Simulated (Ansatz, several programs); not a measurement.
An ordered 6-atom cell of La2LuAs3 on the rocksalt lattice (I4/mmm), relaxed with r2SCAN in Ansatz (plane waves, PAW): space group I4/mmm (No. 139), tetragonal; a = 4.287 Å, c = 18.062 Å in the conventional setting, 27.66 Å³ an atom. La is surrounded by 6 As at 2.98–3.15 Å; As is surrounded by 1 Lu at 2.90 Å and 5 La at 3.03–3.15 Å; As is surrounded by 2 La at 2.98 Å and 4 Lu at 3.03 Å; Lu is surrounded by 6 As at 2.90–3.03 Å. The cell was then scaled with its shape and fractional coordinates held, which makes it stiffer than a relaxed compression. All values are calculated for a non-magnetic cell, which may be hypothetical.

```tsv
V (Å³/atom)	E (meV/atom)
25.997	25.26
26.827	6.00
27.657	0.00
29.316	20.59
```

**Question.** Pass a cubic E = c₀ + c₁u + c₂u² + c₃u³, with u = V − 27.449 Å³, through these points.

**Answer.** c₀ = 0.36, c₁ = -3.491, c₂ = 8.650, c₃ = -0.5222 (meV and Å³).

**Question.** Where is the minimum, and what bulk modulus follows?

**Answer.** dE/du = 0 at u = +0.206, so V₀ = 27.65 Å³. B = V₀ d²E/dV² = 27.65 × (2c₂ + 6c₃u) = 27.65 × 16.655 = 461 meV/Å³, and 1 meV/Å³ is 0.16022 GPa: 74 GPa. A third-order Birch-Murnaghan fit to all five points gives 27.66 Å³ and 73 GPa.

**Question.** Predict the energy and the pressure at the withheld volume, 28.486 Å³.

**Answer.** With u = +1.037: E ≈ 5.46 meV and P = −dE/dV ≈ -2.04 GPa. The run gives 5.40 meV and, from its stress, -2.03 GPa.
